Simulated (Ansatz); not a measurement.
# Al2P3: what a guessed cell relaxes into

Where does this trial cell of Al2P3 go when cell and atoms are let free?

Method: DFT PBE, scalar-relativistic, plane waves, PAW, in Ansatz 0.2.0.

## Step 1: The structure to begin with

The structure is trigonal, space group P-3m1 (No. 164). The conventional cell has a = 4.291 Å, b = 4.291 Å, c = 6.784 Å, α = 90.00°, β = 90.00°, γ = 120.00°. Al (site symmetry 3m) is surrounded by 7 P at 2.64 to 2.95 Å. P (site symmetry 3m) is surrounded by 4 Al at 2.64 to 2.68 Å. Around P (site symmetry -3m) lie 6 Al at 2.95 Å.

As a file:

```cif
data_structure
_symmetry_space_group_name_H-M 'P-3m1'
_symmetry_Int_Tables_number 164
_cell_length_a 4.2913
_cell_length_b 4.2913
_cell_length_c 6.7845
_cell_angle_alpha 90.000
_cell_angle_beta 90.000
_cell_angle_gamma 120.000
_cell_volume 108.20
loop_
_atom_site_label
_atom_site_type_symbol
_atom_site_symmetry_multiplicity
_atom_site_Wyckoff_symbol
_atom_site_fract_x
_atom_site_fract_y
_atom_site_fract_z
_atom_site_occupancy
Al1 Al 2 d 0.33333 0.66667 0.23500 1
P1 P 2 d 0.33333 0.66667 0.63000 1
P2 P 1 a 0.00000 0.00000 0.00000 1
```

A structure generator made this guess: species swapped into a database cell of Mg3Sb2 (P-3m1, No. 164), with P on the Mg sites and Al on the Sb sites. Its size is a rough estimate.

## Step 2: A first look at the guess

The input, input.yaml:

```yaml
crystal:
  lattice:
    - [4.29133941, 0.0, 0.0]
    - [-2.1456697, 3.71640894, 0.0]
    - [0.0, 0.0, 6.78447356]
  atoms:
    - { symbol: Al, position: [0.33333333, 0.66666667, 0.235] }
    - { symbol: Al, position: [0.66666667, 0.33333333, 0.765] }
    - { symbol: P, position: [0.33333333, 0.66666667, 0.63] }
    - { symbol: P, position: [0.66666667, 0.33333333, 0.37] }
    - { symbol: P, position: [0.0, 0.0, 0.0] }
basis:
  ecutwfc: 420
kpoints:
  mp_grid: { grid: [6, 6, 4] }
hamiltonian:
  xc: pbe
scf:
  occupations: { method: gaussian, width: 0.1 }
  lower_state_search: "off"
output:
  forces: true
  stress: true
  eigenvalues: true
```

The run is started by

```sh
$ ansatz run input.yaml --threads 1 --pin off --max-ram 2560MiB --backend cpu --events-out ev --progress --plain --runs-dir out
```

Further runs follow: coarse relaxation; final relaxation.

**Question.** What will these runs give? Wanted: conventional cell; volume; energy over the elements, black P; gap on the mesh.

As calculated:

| quantity | value |
| --- | --- |
| symmetry at the end (tolerance 0.05 Å) | space group P-3m1 (No. 164) |
| conventional cell | a = 3.463 Å, b = 3.463 Å, c = 7.842 Å, α = 90.00°, β = 90.00°, γ = 120.00° |
| volume | 16.29 Å³/atom |
| energy over the elements, black P | -0.05 eV/atom |
| gap on the mesh | none (metal) |

The space group P-3m1 (No. 164) is kept, and the volume per atom shrinks by 24.7 % from the first guess. It lies below the elements, which doesn't yet make it stable: competing phases were not computed in this session. No finished test with a distortion of lower symmetry is shown, so the end may be a saddle point.
